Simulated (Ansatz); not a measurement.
# K3TbTe2: the cost of one run

Program: Ansatz 0.2.0. Level of theory: DFT PBE, scalar-relativistic, plane waves, PAW; 4f electrons in the core of a trivalent norm-conserving potential. These are calculated values, not measurements.

### 1 The system as given

The structure is trigonal, space group R-3m (No. 166). The conventional cell has a = 6.648 Å, b = 6.648 Å, c = 16.531 Å, α = 90.00°, β = 90.00°, γ = 120.00°. Around K (site symmetry 2/m) lie 4 K at 3.32 Å and 2 Tb at 3.36 Å and 6 Te at 3.92 to 3.94 Å. Tb (site symmetry -3m) has 6 K at 3.36 Å and 6 Te at 3.90 Å in its first shell of neighbours. Around Te (site symmetry 3m) lie 3 Tb at 3.90 Å and 9 K at 3.92 to 3.94 Å.

As a file:

```cif
data_structure
_symmetry_space_group_name_H-M 'R-3m:H'
_symmetry_Int_Tables_number 166
_cell_length_a 6.6483
_cell_length_b 6.6483
_cell_length_c 16.5309
_cell_angle_alpha 90.000
_cell_angle_beta 90.000
_cell_angle_gamma 120.000
_cell_volume 632.77
loop_
_atom_site_label
_atom_site_type_symbol
_atom_site_symmetry_multiplicity
_atom_site_Wyckoff_symbol
_atom_site_fract_x
_atom_site_fract_y
_atom_site_fract_z
_atom_site_occupancy
K1 K 9 e 0.00000 0.50000 0.00000 1
Tb1 Tb 3 b 0.66667 0.33333 0.83333 1
Te1 Te 6 c 0.00000 0.00000 0.87487 1
```

The cell is invented: species swapped into a database cell of Eu2Al3Ga (R-3m, No. 166), with Te on the Eu sites, K on the Al sites and Tb on the Ga sites. Its size is a rough estimate.

### 2 Probe: one point on a coarse mesh

File input.yaml:

```yaml
crystal:
  lattice:
    - [3.32413401, 1.91918967, 5.51030245]
    - [-3.32413401, 1.91918967, 5.51030245]
    - [0.0, -3.83837934, 5.51030245]
  atoms:
    - { symbol: K, position: [0.0, 0.5, 0.5] }
    - { symbol: K, position: [0.5, 0.0, 0.5] }
    - { symbol: K, position: [0.5, 0.5, 0.0] }
    - { symbol: Tb, position: [0.5, 0.5, 0.5] }
    - { symbol: Te, position: [0.87487203, 0.87487203, 0.87487203] }
    - { symbol: Te, position: [0.12512797, 0.12512797, 0.12512797] }
basis:
  ecutwfc: 690
kpoints:
  mp_grid: { grid: [3, 3, 3] }
hamiltonian:
  xc: pbe
  pseudopotentials:
    kind: paw
    azcp: { Tb: "pseudopotentials/pbe/nc/lanthanide_3plus/Tb.nc.azcp" }
scf:
  occupations: { method: gaussian, width: 0.1 }
  lower_state_search: "off"
output:
  forces: true
  stress: true
  eigenvalues: true
```

Launch:

```
$ ansatz run input.yaml --threads 1 --pin off --max-ram 2560MiB --backend cpu --events-out ev --progress --plain --runs-dir out
```

**Question.** How long does this run take on 1 thread of Intel Xeon at 2.50GHz (Skylake/Cascade Lake), shared host, and how much memory does it need?

About 17 s, with a peak of 0.61 GiB.
